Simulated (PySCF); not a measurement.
# Al3F3H6 ((H2Al-mu-F)3): the cost of one run

Computed with PySCF 2.14.0, with density-fitted response routines of our own, on a single molecule in the gas phase. Atoms are numbered from 0 throughout.

### 1 The starting structure

12 atoms, charge 0, multiplicity 1; geometry from: GFN2-xTB. The atoms were then displaced at random by about 0.03 Å, so the start is not that level's minimum.

Bonds of the start (Å): Al0–H1 1.52, Al0–H2 1.44, Al0–F3 1.83, Al0–F11 1.78, F3–Al4 1.90, Al4–H5 1.54, Al4–H6 1.55, Al4–F7 1.76, F7–Al8 1.77, Al8–H9 1.56, Al8–H10 1.53, Al8–F11 1.82.

### 2 Optimising the geometry at PBE0-D3(BJ)/def2-SVP

What the job is given:

```
{"job": {"xc": "PBE0", "basis": "def2-SVP", "d3": "d3bj", "grid": 1, "maxiter": 40, "shake": 0.03, "kind": "geom"}, "charge": 0, "multiplicity": 1}
Al     2.049200    -0.036000     0.329660
H      2.817930     0.501870    -0.871950
H      2.368890    -0.411220     1.687420
F      0.734520     1.224590     0.512050
Al    -1.125250     1.607340     0.366840
H     -1.295770     2.619650    -0.774840
H     -1.649590     1.700250     1.821690
F     -1.402110    -0.015860    -0.243080
Al    -0.877340    -1.653180    -0.657980
H     -0.976970    -1.764940    -2.211110
H     -1.364930    -2.671420     0.376340
F      0.836890    -1.183820    -0.284050
```

Command:

```
> OMP_NUM_THREADS=1 python probes_run.py task.json out
```

This one command runs all jobs of the session in turn.

**Question.** How long does this first job take on 1 thread of Intel Xeon at 2.50GHz, shared host, and how much memory does it need?

About 2.2 min, with a peak of 0.48 GiB.
